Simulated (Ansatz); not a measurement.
# C2H3ClCuN: the cost of one run

Program: Ansatz 0.2.0, Gaussian basis. Level of theory: the settings change from run to run. These are calculated values, not measurements.

## 1. The relaxed structure

An earlier PBE0-D4 in a triple-zeta def2 set relaxation fixed the geometry.

SMILES `CC#[N+][Cu-][Cl]`, 8 atoms, charge 0, spin multiplicity 1.

Atoms are counted from 1 here; the program's logs count them from 0.

Bond lengths: C1–C2 1.443 Å, C1–H6 1.091 Å, C1–H7 1.091 Å, C1–H8 1.091 Å, C2–N3 1.146 Å, N3–Cu4 1.836 Å, Cu4–Cl5 2.083 Å. Angles: C2–C1–H6 109.8°, C2–C1–H7 109.8°, C2–C1–H8 109.8°, H6–C1–H7 109.1°, H6–C1–H8 109.1°, H7–C1–H8 109.1°, C1–C2–N3 180.0°, C2–N3–Cu4 179.9°, N3–Cu4–Cl5 179.9°.

## 2. revPBE0/cc-pVDZ

This run has D3(BJ) dispersion, high accuracy.

The input, in.yaml:

```yaml
crystal:
  periodic: [false, false, false]
  atoms:
    - {symbol: C, position_ang: [-0.773227, -1.548359, 0.063687]}
    - {symbol: C, position_ang: [-0.128386, -0.258923, 0.008324]}
    - {symbol: N, position_ang: [0.383642, 0.765609, -0.034981]}
    - {symbol: Cu, position_ang: [1.202643, 2.407479, -0.100017]}
    - {symbol: Cl, position_ang: [2.130870, 4.270548, -0.170951]}
    - {symbol: H, position_ang: [-1.432015, -1.595027, 0.932484]}
    - {symbol: H, position_ang: [-0.020924, -2.334990, 0.142534]}
    - {symbol: H, position_ang: [-1.362612, -1.706348, -0.841090]}
basis:
  gaussian: {orbitals: cc-pVDZ}
hamiltonian: {xc: {name: revPBE0}, dispersion: d3bj}
accuracy: high
```

The run is started by

```sh
> ansatz run in.yaml --threads 4 --pin off --events-out ev --progress --plain --max-ram 10444MiB
```

**Question.** How long does this run take on 4 threads of Arm Neoverse V1, shared host, and how much memory does it need?

About 6.5 s, with a peak of 0.56 GiB.
